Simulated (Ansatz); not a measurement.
# SnTe3As: the cost of one run

Method: DFT PBE, scalar-relativistic, plane waves, PAW, in Ansatz 0.2.0.

1 further run of the same task is left out (it didn't finish).

## 1. The structure to begin with

Symmetry: Pm-3m, No. 221, cubic system. Conventional cell: a = 5.336 Å, b = 5.336 Å, c = 5.336 Å, α = 90.00°, β = 90.00°, γ = 90.00°. Sn (site symmetry m-3m) has 12 Te at 3.77 Å as nearest neighbours. Te (site symmetry 4/mmm) has 2 As at 2.67 Å and 4 Sn at 3.77 Å and 8 Te at 3.77 Å as nearest neighbours. As (site symmetry m-3m) is surrounded by 6 Te at 2.67 Å.

Structure file:

```xyz
5
Lattice="5.3362 0.0000 0.0000 0.0000 5.3362 0.0000 0.0000 0.0000 5.3362" Properties=species:S:1:pos:R:3 pbc="T T T"
Sn    0.0000    0.0000    0.0000
Te    0.0000    2.6681    2.6681
Te    2.6681    0.0000    2.6681
Te    2.6681    2.6681    0.0000
As    2.6681    2.6681    2.6681
```

Recipe of the guess: species swapped into a database cell of DyBRh3 (Pm-3m, No. 221), with Sn on the Dy sites, As on the B sites and Te on the Rh sites. Its size is a rough estimate.

## 2. Probe: one point on a coarse mesh

input.yaml reads:

```yaml
crystal:
  lattice:
    - [5.33622432, 0.0, 0.0]
    - [0.0, 5.33622432, 0.0]
    - [0.0, 0.0, 5.33622432]
  atoms:
    - { symbol: Sn, position: [0.0, 0.0, 0.0] }
    - { symbol: Te, position: [0.0, 0.5, 0.5] }
    - { symbol: Te, position: [0.5, 0.0, 0.5] }
    - { symbol: Te, position: [0.5, 0.5, 0.0] }
    - { symbol: As, position: [0.5, 0.5, 0.5] }
basis:
  ecutwfc: 420
kpoints:
  mp_grid: { grid: [4, 4, 4] }
hamiltonian:
  xc: pbe
scf:
  occupations: { method: gaussian, width: 0.1 }
  lower_state_search: "off"
output:
  forces: true
  stress: true
  eigenvalues: true
```

Command:

```sh
$ ansatz run input.yaml --threads 1 --pin off --max-ram 2560MiB --backend cpu --events-out ev --progress --plain --runs-dir out
```

Q: Estimate wall time and peak memory on 1 thread of Intel Xeon at 2.70GHz, shared host.

About 7.8 s, with a peak of 0.45 GiB.
